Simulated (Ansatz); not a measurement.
**C₂H₆BiF: small, medium and large basis sets**

An exercise on one series of results from a longer session: the logs are not shown, and one member is left open.

Method: one geometry, several basis sets; program: Ansatz 0.2.0, Gaussian basis.

Levels to be run: PBE0-D4/def2-SVP; ωB97M-V/def2-SVP; PBE0-D4/def2-QZVPP; ωB97M-V/def2-QZVPP; the functionals' def2-TZVPP values are taken from earlier runs.

## The relaxed structure

The geometry comes from an earlier relaxation with PBE0-D4 in a triple-zeta def2 set; it is a stationary point, not always the lowest conformer. Bi takes the def2 core potential; no spin-orbit term is included.

SMILES `[CH3][Bi]([CH3])[F]`, 10 atoms, charge 0, spin multiplicity 1.

Atoms are counted from 1 here; the program's logs count them from 0.

Bond lengths: C1–Bi2 2.238 Å, C1–H5 1.089 Å, C1–H6 1.092 Å, C1–H7 1.090 Å, Bi2–C3 2.238 Å, Bi2–F4 2.033 Å, C3–H8 1.089 Å, C3–H9 1.090 Å, C3–H10 1.092 Å. Angles: Bi2–C1–H5 110.2°, Bi2–C1–H6 109.6°, Bi2–C1–H7 107.2°, H5–C1–H6 109.8°, H5–C1–H7 110.0°, H6–C1–H7 109.9°, C1–Bi2–C3 92.4°, C1–Bi2–F4 92.7°, C3–Bi2–F4 92.7°, Bi2–C3–H8 110.2°, Bi2–C3–H9 107.2°, Bi2–C3–H10 109.6°, H8–C3–H9 110.0°, H8–C3–H10 109.8°, H9–C3–H10 109.9°.

Geometry (Å):

```csv
atom,x (Å),y (Å),z (Å)
C1,-0.75968,1.28202,-0.65947
Bi2,-1.15894,-0.71049,0.27845
C3,0.95448,-0.90465,0.98913
F4,-0.77187,-1.70951,-1.44899
H5,-1.64402,1.63194,-1.19063
H6,-0.48414,2.00235,0.11317
H7,0.06726,1.15059,-1.35698
H8,1.10533,-1.87420,1.46229
H9,1.59813,-0.81169,0.11461
H10,1.17665,-0.10766,1.70134
```

The first run:

in.yaml

```yaml
crystal:
  periodic: [false, false, false]
  atoms:
    - {symbol: C, position_ang: [-0.759681, 1.282021, -0.659472]}
    - {symbol: Bi, position_ang: [-1.158944, -0.710492, 0.278446]}
    - {symbol: C, position_ang: [0.954476, -0.904645, 0.989125]}
    - {symbol: F, position_ang: [-0.771866, -1.709508, -1.448989]}
    - {symbol: H, position_ang: [-1.644021, 1.631943, -1.190628]}
    - {symbol: H, position_ang: [-0.484137, 2.002347, 0.113171]}
    - {symbol: H, position_ang: [0.067256, 1.150591, -1.356983]}
    - {symbol: H, position_ang: [1.105332, -1.874200, 1.462287]}
    - {symbol: H, position_ang: [1.598131, -0.811694, 0.114606]}
    - {symbol: H, position_ang: [1.176652, -0.107663, 1.701337]}
basis:
  gaussian: {orbitals: def2-SVP}
hamiltonian: {xc: pbe0, dispersion: d4}
output: {orbitals: {seedname: orbitals}}
```

Started as:

```bash
$ ansatz run in.yaml --threads 4 --pin off --events-out ev --progress --plain --max-ram 10444MiB
```

Steps of the session up to this table: PBE0-D4 in def2-SVP; ωB97M-V in def2-SVP; PBE0-D4 in def2-QZVPP; ωB97M-V in def2-QZVPP.

One table of the session follows, with a row left open; its other results are not shown here.

It belongs to the step «Functionals by basis». 

| functional | basis | HOMO (eV) |
| --- | --- | --- |
| PBE0-D4 | def2-SVP | -7.04 |
| PBE0-D4 | def2-TZVPP | -7.16 |
| PBE0-D4 | def2-QZVPP | ? |
| ωB97M-V | def2-SVP | -9.09 |
| ωB97M-V | def2-TZVPP | -9.23 |
| ωB97M-V | def2-QZVPP | -9.25 |

Q: Estimate the row for PBE0-D4, def2-QZVPP from the others.

The run gave: HOMO (eV): -7.18. In the column «HOMO (eV)» it lies between ωB97M-V, def2-SVP (-9.09) and PBE0-D4, def2-TZVPP (-7.16).
